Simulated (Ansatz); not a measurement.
**Cl− with CH₄O: structure and interaction energy**

The task here is to estimate one member of a computed series from the others.

Computed with Ansatz 0.2.0, Gaussian basis. Level: PBE0-D4 structure, single points in def2-TZVPPD.

Levels: PBE-D4, revPBE-D4, BLYP-D4, r2SCAN-D4, B97M-V, PBE0-D4, B3LYP-D4, HSE06-D4, wB97X-V, wB97M-V, B2PLYP, Hartree-Fock, MP2, CCSD, CCSD(T). The reference is CCSD(T) extrapolated to the basis limit.

Correlated methods freeze the cores. B3LYP uses VWN-RPA correlation. B2PLYP carries no dispersion term here.

163 further runs of the same task are left out: 163 set aside as unsound or not needed.

## The starting structure

The pair, from a GFN2-xTB docking trial: 7 atoms, charge -1, spin multiplicity 1.

Atoms are counted from 1 here; the program's logs count them from 0.

Bond lengths: C2–O3 1.392 Å, C2–H4 1.097 Å, C2–H5 1.096 Å, C2–H6 1.098 Å, O3–H7 0.996 Å. Angles: O3–C2–H4 107.7°, O3–C2–H5 112.0°, O3–C2–H6 112.0°, H4–C2–H5 108.7°, H4–C2–H6 108.5°, H5–C2–H6 107.7°, C2–O3–H7 106.5°.

Coordinates:

```xyz
7

Cl    0.2875   -0.1021   -2.7318
C    -0.2709   -0.0449    0.7213
O     0.9434    0.3456    0.1638
H    -0.1572   -0.0326    1.8124
H    -0.5602   -1.0550    0.4094
H    -1.0874    0.6368    0.4475
H     0.8448    0.2522   -0.8226
```

Atoms 1 to 1 are fragment A (Cl−), the rest fragment B (CH₄O).

Set-up of the first run:

The input, pre/in.yaml:

```yaml
crystal:
  periodic: [false, false, false]
  atoms:
    - {symbol: Cl, position_ang: [0.287500, -0.102100, -2.731800]}
    - {symbol: C, position_ang: [-0.270900, -0.044900, 0.721300]}
    - {symbol: O, position_ang: [0.943400, 0.345600, 0.163800]}
    - {symbol: H, position_ang: [-0.157200, -0.032600, 1.812400]}
    - {symbol: H, position_ang: [-0.560200, -1.055000, 0.409400]}
    - {symbol: H, position_ang: [-1.087400, 0.636800, 0.447500]}
    - {symbol: H, position_ang: [0.844800, 0.252200, -0.822600]}
basis:
  gaussian: {orbitals: def2-SVPD}
total_charge: -1
hamiltonian: {xc: pbe, dispersion: d4}
relax: {f_tol: 0.03, max_steps: 250}
```

Run with:

```sh
> ansatz run in.yaml --threads 2 --pin off --events-out ev --progress --plain --max-ram 5222MiB
```

Among the steps run: A first relaxation in a small basis; Relaxation at PBE0-D4; wB97X-V/def2-TZVPPD; wB97M-V/def2-TZVPPD; B2PLYP/def2-TZVPPD; B97M-V/def2-TZVPPD; CCSD(T)/def2-TZVPPD; MP2/def2-QZVPPD; Hartree-Fock/STO-3G; SPW92/def2-SVP; wB97M-V/def2-SVP; CCSD(T)/def2-SVP; Vibrations of the pair.

One of the session's tables, all rows but one given; the rest of the session is left out.

```
      method  interaction (kcal/mol)
      PBE-D4                  -18.68
   revPBE-D4                  -18.35
     BLYP-D4                  -17.74
   r2SCAN-D4                  -18.33
      B97M-V                  -17.13
     PBE0-D4                  -18.25
    B3LYP-D4                  -17.72
    HSE06-D4                  -18.24
     wB97X-V                       ?
     wB97M-V                  -17.18
      B2PLYP                  -16.31
Hartree-Fock                  -12.84
         MP2                  -16.79
        CCSD                  -15.73
     CCSD(T)                  -16.39
 CCSD(T)/CBS                  -17.27
```

**Question.** Estimate the row for wB97X-V.

As computed: interaction (kcal/mol): -17.23. In the column «interaction (kcal/mol)» it lies between CCSD(T)/CBS (-17.27) and wB97M-V (-17.18).

Among the levels timed on like hardware and quicker than the yardstick, those that no quicker one beats, quickest first: revPBE-D4 (3.7 s, -1.08 kcal/mol); BLYP-D4 (4.1 s, -0.47 kcal/mol); B3LYP-D4 (5.9 s, -0.45 kcal/mol); B97M-V (12 s, +0.14 kcal/mol); wB97M-V (12 s, +0.09 kcal/mol); wB97X-V (13 s, +0.04 kcal/mol).

For cost: wB97X-V gets within 0.04 kcal/mol in 13 s, where CCSD(T)/CBS took 85 s; the quickest level in the cost chart, revPBE-D4, takes 3.7 s and misses by 1.08 kcal/mol.

Caveats from the session: An imaginary mode remains, so this is not a true minimum. A lower arrangement may exist.
